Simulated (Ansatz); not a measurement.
# YbSe (zincblende type): how the settings move a single-point run

How sensitive is a single-point run of YbSe (zincblende type) to its settings? A reference run comes first, then one run with altered input.

Program: Ansatz 0.2.0. Level of theory: reference: DFT, LDA, all-electron LAPW, scalar-relativistic. These are calculated values, not measurements.

## (1) The structure to begin with

Symmetry: F-43m, No. 216, cubic system. Conventional cell: a = 5.348 Å, b = 5.348 Å, c = 5.348 Å, α = 90.00°, β = 90.00°, γ = 90.00°. Around Yb (site symmetry -43m) lie 4 Se at 2.32 Å. Se (site symmetry -43m) is surrounded by 4 Yb at 2.32 Å.

Structure file:

```cif
data_structure
_symmetry_space_group_name_H-M 'P 1'
_symmetry_Int_Tables_number 1
_cell_length_a 3.7816
_cell_length_b 3.7816
_cell_length_c 3.7816
_cell_angle_alpha 60.000
_cell_angle_beta 60.000
_cell_angle_gamma 60.000
_cell_volume 38.24
loop_
_atom_site_label
_atom_site_type_symbol
_atom_site_fract_x
_atom_site_fract_y
_atom_site_fract_z
_atom_site_occupancy
Yb1 Yb 0.00000 0.00000 0.00000 1
Se1 Se 0.25000 0.25000 0.25000 1
```

## (2) The reference run

Contents of input.yaml:

```yaml
crystal:
  lattice:
    - [0.0, 2.6739922464, 2.6739922464]
    - [2.6739922464, 0.0, 2.6739922464]
    - [2.6739922464, 2.6739922464, 0.0]
  atoms:
    - { symbol: Yb, position: [0.0, 0.0, 0.0] }
    - { symbol: Se, position: [0.25, 0.25, 0.25] }
kpoints:
  mp_grid: { grid: [11, 11, 11] }
scf:
  occupations: { method: fermi_dirac, width: 0.05 }
hamiltonian:
  xc: lda
  pseudopotentials: { kind: all_electron, lapw: { basis_error: 0.001 } }
output:
  forces: true
  stress: true
  eigenvalues: true
  populations: true
```

The run is started by

```console
> ansatz run input.yaml --threads 1 --pin off --max-ram 3072MiB --backend cpu --events-out ev --progress --plain --runs-dir out
```

## (3) Variant: mp_grid.grid [4, 4, 4], mp_grid.shift [0.5, 0.5, 0.5]

input.yaml, as its differences from that of step 2:

```diff
@@ -9,3 +9,3 @@
 kpoints:
-  mp_grid: { grid: [11, 11, 11] }
+  mp_grid: { grid: [4, 4, 4], shift: [0.5, 0.5, 0.5] }
 scf:
```

**Question.** What will these runs give? Wanted: for each run, ending; energy change; pressure; gap; force.

**Answer**, as computed:

```
                                                     run     ending  energy change  pressure (GPa)  gap (eV)  force (eV/Å)  cycles  time
                                               reference  converged              0            60.2      0.09          0.00      13  60 s
1: mp_grid.grid [4, 4, 4], mp_grid.shift [0.5, 0.5, 0.5]  converged  -1.1 meV/atom            60.1      0.32          0.00      13  13 s
```

Residual by cycle in the longest SCF loop of each run; runs are numbered as in the table. The quantity is the density residual dr2, in eV.

```
cycle  reference    run 1
    1       10.7     10.6
    2       1.17      1.1
    3      0.263    0.281
    4      0.741    0.718
    5      0.381    0.362
    6     0.0819   0.0679
    8    0.00595  0.00663
    9     6.3e-4   1.7e-4
   10     2.2e-5   1.4e-6
   11     6.2e-7   7.9e-7
   12     1.7e-7   2.5e-8
   13     1.2e-8  6.8e-10
```

What this shows: Changing the k-point mesh moves the energy by -1.1 meV/atom, and the gap on the mesh goes from 0.09 to 0.32 eV. Sampling errors of the energy have no fixed sign. A gap read on a mesh depends on which points the mesh holds, and a coarse mesh shifts the density too. Cost: 13 s against 60 s. The structure is not at rest: the sound run finds 60 GPa, so these are no properties of the relaxed crystal.  The gap of the reference lacks spin-orbit coupling, though the cell holds Yb.
